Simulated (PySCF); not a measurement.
# C7H5O2: the cost of one run

Programs: PySCF 2.14.0, with routines of our own; each step states its level. All values are computed. Atoms count from 0.

### Step 1. The system as given

14 atoms, charge -1, multiplicity 1; geometry from: GFN2-xTB.

### Step 2. Geometry optimisation at PBE0-D3(BJ)/def2-SVP

The job: settings as JSON, then the geometry in Å.

```
{"job": {"xc": "PBE0", "basis": "def2-SVP", "d3": "d3bj", "grid": 2, "kind": "geom"}, "charge": -1, "multiplicity": 1}
C      2.783949    -1.474370     0.436276
C      2.305012    -0.425438     0.098200
C      1.894937     0.902567    -0.331982
O      2.781537     1.728203    -0.618931
C      0.503360     1.133330    -0.383465
C     -0.459507     0.196421    -0.058869
C     -1.826647     0.390950    -0.098345
C     -2.745304    -0.612088     0.247178
O     -3.978359    -0.538830     0.245034
H      3.148977    -2.412960     0.739435
H      0.192184     2.120653    -0.702319
H     -0.111301    -0.783896     0.256677
H     -2.220630     1.351218    -0.406516
H     -2.268884    -1.576233     0.555459
```

Command:

```
$ OMP_NUM_THREADS=1 python excited_run.py task.json out
```

The driver reads the jobs from task.json and runs them one after another.

**Question.** How long does this first job take on 1 thread of Arm Neoverse V2, shared host, and how much memory does it need?

About 59 s, with a peak of 0.73 GiB.
